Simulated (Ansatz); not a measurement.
**SnAs: properties at the relaxed cell**

Computed with Ansatz 0.2.0 (DFT r2SCAN, scalar-relativistic, plane waves, PAW, unless a step's input says otherwise).

## (1) The system as given

The structure is cubic, space group Fm-3m (No. 225). The conventional cell has a = 5.749 Å, b = 5.749 Å, c = 5.749 Å, α = 90.00°, β = 90.00°, γ = 90.00°. Around Sn (site symmetry m-3m) lie 6 As at 2.87 Å. As (site symmetry m-3m) is surrounded by 6 Sn at 2.87 Å.

Structure file:

```cif
data_structure
_symmetry_space_group_name_H-M 'Fm-3m'
_symmetry_Int_Tables_number 225
_cell_length_a 5.7485
_cell_length_b 5.7485
_cell_length_c 5.7485
_cell_angle_alpha 90.000
_cell_angle_beta 90.000
_cell_angle_gamma 90.000
_cell_volume 189.96
loop_
_atom_site_label
_atom_site_type_symbol
_atom_site_symmetry_multiplicity
_atom_site_Wyckoff_symbol
_atom_site_fract_x
_atom_site_fract_y
_atom_site_fract_z
_atom_site_occupancy
Sn1 Sn 4 a 0.00000 0.00000 0.00000 1
As1 As 4 b 0.50000 0.00000 0.00000 1
```

This cell was relaxed beforehand with the same method: volume 23.75 Å³/atom, gap on the mesh none (metal).

## (2) Bands, states and charges

Contents of input.yaml:

```yaml
crystal:
  lattice:
    - [0.0, 2.8742580767, 2.8742580767]
    - [2.8742580767, 0.0, 2.8742580767]
    - [2.8742580767, 2.8742580767, 0.0]
  atoms:
    - { symbol: Sn, position: [0.0, 0.0, 0.0] }
    - { symbol: As, position: [0.5, 0.5, 0.5] }
basis:
  ecutwfc: 500
kpoints:
  mp_grid: { grid: [12, 12, 12] }
  band_path:
    path:
      - [[0.0, 0.0, 0.0], [0.5, 0.0, 0.5], [0.625, 0.25, 0.625]]
      - [[0.375, 0.375, 0.75], [0.0, 0.0, 0.0], [0.5, 0.5, 0.5], [0.5, 0.25, 0.75], [0.5, 0.0, 0.5]]
    npoints: 14
hamiltonian:
  xc: r2scan
scf:
  occupations: { method: gaussian, width: 0.1 }
  n_extra_bands: 6
output:
  forces: true
  stress: true
  eigenvalues: true
  populations: true
  dos: { projected: true, de: 0.02, nscf_kmesh: { grid: [18, 18, 18] } }
  bader: true
```

Started as:

```console
ansatz run input.yaml --threads 1 --pin off --max-ram 2560MiB --backend cpu --events-out ev --progress --plain --runs-dir out
```

What time and memory should one allow on 1 thread of Intel Xeon Platinum 8488C (Sapphire Rapids), shared host?

About 23 s, with a peak of 0.61 GiB.
